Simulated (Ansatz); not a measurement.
**C2H8ClNOSi: small, medium and large basis sets**

One table from this session's results is given with a row withheld; the runs are named, their logs left out.

The runs use Ansatz 0.2.0, Gaussian basis; one geometry, several basis sets.

Plan: PBE0-D4/def2-SVP; ωB97M-V/def2-SVP; PBE0-D4/def2-QZVPP; ωB97M-V/def2-QZVPP; the functionals' def2-TZVPP values are taken from earlier runs.

## Structure used throughout

The geometry comes from an earlier relaxation with PBE0-D4 in a triple-zeta def2 set; it is a stationary point, not always the lowest conformer.

14 atoms, charge 0, spin multiplicity 1.

Atoms are counted from 1 here; the program's logs count them from 0.

Bond lengths: C1–C2 1.526 Å, C1–H7 1.092 Å, C1–H8 1.093 Å, C1–H9 1.092 Å, C2–Si3 1.856 Å, C2–H10 1.096 Å, C2–H11 1.096 Å, Si3–N4 1.695 Å, Si3–O5 1.638 Å, Si3–Cl6 2.090 Å, N4–H12 1.006 Å, N4–H13 1.007 Å, O5–H14 0.958 Å. Angles: C2–C1–H7 111.3°, C2–C1–H8 111.2°, C2–C1–H9 111.3°, H7–C1–H8 107.6°, H7–C1–H9 107.8°, H8–C1–H9 107.5°, C1–C2–Si3 114.5°, C1–C2–H10 110.6°, C1–C2–H11 110.4°, Si3–C2–H10 106.5°, Si3–C2–H11 108.2°, H10–C2–H11 106.2°, C2–Si3–N4 110.1°, C2–Si3–O5 114.4°, C2–Si3–Cl6 106.9°, N4–Si3–O5 106.4°, N4–Si3–Cl6 114.0°, O5–Si3–Cl6 105.2° and more.

Geometry (Å):

```xyz
14
charge 0, multiplicity 1
C     0.8887   -1.7453    0.3616
C     0.9312   -0.2202    0.3534
Si   -0.6472    0.5914   -0.1881
N    -0.4639    2.2760   -0.1890
O    -1.1364    0.1795   -1.6965
Cl   -2.1534   -0.1001    1.0847
H     0.1233   -2.1171    1.0460
H     0.6636   -2.1396   -0.6325
H     1.8470   -2.1677    0.6723
H     1.7150    0.1399   -0.3226
H     1.1872    0.1598    1.3492
H     0.0046    2.7479    0.5662
H    -1.1588    2.8622   -0.6225
H    -1.8137   -0.4958   -1.7534
```

The first run:

Input file in.yaml:

```yaml
crystal:
  periodic: [false, false, false]
  atoms:
    - {symbol: C, position_ang: [0.888723, -1.745269, 0.361561]}
    - {symbol: C, position_ang: [0.931213, -0.220220, 0.353422]}
    - {symbol: Si, position_ang: [-0.647220, 0.591362, -0.188072]}
    - {symbol: N, position_ang: [-0.463890, 2.275982, -0.189040]}
    - {symbol: O, position_ang: [-1.136434, 0.179452, -1.696522]}
    - {symbol: Cl, position_ang: [-2.153406, -0.100143, 1.084697]}
    - {symbol: H, position_ang: [0.123291, -2.117072, 1.046038]}
    - {symbol: H, position_ang: [0.663572, -2.139592, -0.632524]}
    - {symbol: H, position_ang: [1.846974, -2.167737, 0.672280]}
    - {symbol: H, position_ang: [1.714961, 0.139892, -0.322630]}
    - {symbol: H, position_ang: [1.187189, 0.159760, 1.349228]}
    - {symbol: H, position_ang: [0.004637, 2.747873, 0.566190]}
    - {symbol: H, position_ang: [-1.158756, 2.862168, -0.622473]}
    - {symbol: H, position_ang: [-1.813655, -0.495754, -1.753354]}
basis:
  gaussian: {orbitals: def2-SVP}
hamiltonian: {xc: pbe0, dispersion: d4}
output: {orbitals: {seedname: orbitals}}
```

The run is started by

```
$ ansatz run in.yaml --threads 2 --pin off --events-out ev --progress --plain --max-ram 32768MiB --backend cpu
```

Steps of the session up to this table: PBE0-D4 in def2-SVP; ωB97M-V in def2-SVP; PBE0-D4 in def2-QZVPP; ωB97M-V in def2-QZVPP.

One table of the session follows, with a row left open; its other results are not shown here.

```
functional       basis  HOMO (eV)  LUMO (eV)
   PBE0-D4    def2-SVP      -7.53       1.40
   PBE0-D4  def2-TZVPP      -7.76       0.72
   PBE0-D4  def2-QZVPP      -7.81       0.30
   ωB97M-V    def2-SVP      -9.88       3.02
   ωB97M-V  def2-TZVPP          ?          ?
   ωB97M-V  def2-QZVPP     -10.17       1.47
```

**Question.** Estimate the row for ωB97M-V, def2-TZVPP.

As computed: HOMO (eV): -10.12; LUMO (eV): 2.12. In the column «HOMO (eV)» it lies between ωB97M-V, def2-QZVPP (-10.17) and ωB97M-V, def2-SVP (-9.88).
